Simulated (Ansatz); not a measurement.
# CdS: the cost of one run

Method: DFT r2SCAN, scalar-relativistic, plane waves, PAW, in Ansatz 0.2.0.

3 further runs of the same task are left out: 2 that didn't finish, 1 set aside as unsound or not needed.

### 1 Starting point

Symmetry: F-43m, No. 216, cubic system. Conventional cell: a = 5.879 Å, b = 5.879 Å, c = 5.879 Å, α = 90.00°, β = 90.00°, γ = 90.00°. Cd (site symmetry -43m) is surrounded by 4 S at 2.55 Å. S (site symmetry -43m) is surrounded by 4 Cd at 2.55 Å.

Coordinates:

```
CELL_PARAMETERS angstrom
0.00000 2.93928 2.93928
2.93928 0.00000 2.93928
2.93928 2.93928 0.00000
ATOMIC_POSITIONS crystal
Cd 0.00000 0.00000 0.00000
S 0.25000 0.25000 0.25000
```

This cell was relaxed beforehand with the same method: volume 25.39 Å³/atom, gap on the mesh 1.54 eV.

### 2 Electronic structure at the relaxed geometry

input.yaml

```yaml
crystal:
  lattice:
    - [0.0, 2.9392799568, 2.9392799568]
    - [2.9392799568, 0.0, 2.9392799568]
    - [2.9392799568, 2.9392799568, 0.0]
  atoms:
    - { symbol: Cd, position: [0.0, 0.0, 0.0] }
    - { symbol: S, position: [0.25, 0.25, 0.25] }
basis:
  ecutwfc: 500
kpoints:
  mp_grid: { grid: [8, 8, 8] }
  band_path:
    path:
      - [[0.0, 0.0, 0.0], [-0.5, -0.5, 0.0], [-0.375, -0.375, 0.25]]
      - [[-0.375, 0.0, 0.375], [0.0, 0.0, 0.0], [0.0, 0.0, 0.5], [-0.5, -0.25, 0.25], [-0.5, -0.5, 0.0]]
    npoints: 14
hamiltonian:
  xc: r2scan
scf:
  occupations: { method: gaussian, width: 0.02 }
  n_extra_bands: 6
output:
  forces: true
  stress: true
  eigenvalues: true
  populations: true
  dos: { projected: true, de: 0.02, nscf_kmesh: { grid: [12, 12, 12] } }
  bader: true
  write_density: true
  write_potential: true
  elf: true
  volumetric_format: npy
```

Command:

```bash
$ ansatz run input.yaml --threads 1 --pin off --max-ram 2560MiB --backend cpu --events-out ev --progress --plain --runs-dir out
```

**Question.** How long does this run take on 1 thread of Arm Neoverse V1, shared host, and how much memory does it need?

About 40 s, with a peak of 0.44 GiB.
